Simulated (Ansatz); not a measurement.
**Cd2S under changes of volume**

One of the cells (26.333 Å³/atom); the others are scaled copies at fixed shape and fractional positions:

```xyz
3
Lattice="3.9627 0.0000 0.0000 -1.9813 3.4318 0.0000 0.0000 0.0000 5.8092" Properties=species:S:1:pos:R:3 pbc="T T T"
Cd    0.0000    2.2878    5.4183
Cd    1.9813    1.1439    3.3620
S     0.0000    2.2878    2.1245
```

The cell comes from a database or a generator and needn't be the stable form of this composition.

* Program: Ansatz 0.2.0
* Functional: PBE
* Potentials or basis: all-electron LAPW, scalar-relativistic
* Cutoff: 249 eV (chosen from the basis error)
* Basis error allowed: 0.001 eV/atom
* k mesh: 8 × 8 × 5
* Occupations: fermi-dirac, width 0.05 eV
* Spin: no spin polarisation

```tsv
volume (Å³/atom)	energy over the lowest point (meV/atom)	pressure (GPa)	gap on the mesh (eV)	largest force (eV/Å)
24.753	?	?	?	?
25.280	5.36	1.8	0.21	0.084
25.806	1.12	0.8	0.22	0.003
26.333	0.00	-0.1	0.24	0.072
26.860	1.66	-0.9	0.25	0.143
27.386	5.80	-1.6	0.27	0.209
27.913	12.14	-2.2	0.29	0.270
```

Problem. What does the run at 24.753 Å³/atom give?

Solution. Energy over the lowest point 13.11 meV/atom; pressure 2.9 GPa; gap on the mesh 0.21 eV; largest force 0.171 eV/Å.

Worked out: A Birch-Murnaghan fit of order 3 (a polynomial in V^(-2/3)) to the other rows has its minimum at 26.27 Å³/atom with B0 = V·E''(V) = 43 GPa and B' = 4.8 at fixed shape and positions, which overstates the stiffness. It gives 13.13 meV/atom at 24.753 Å³/atom, against the run's 13.11, and -dE/dV = 2.9 GPa, against 2.9. A straight line through the other rows of the gap, of slope 0.806 eV per unit of ln V, extrapolates to 0.19 eV, against the run's 0.21. The fit is too stiff a form for this range.

Energies are extrapolated to zero smearing.

Caveats: an odd mesh through Γ misses points on the zone boundary, where band edges often lie. Spin-orbit coupling on Cd is left out.
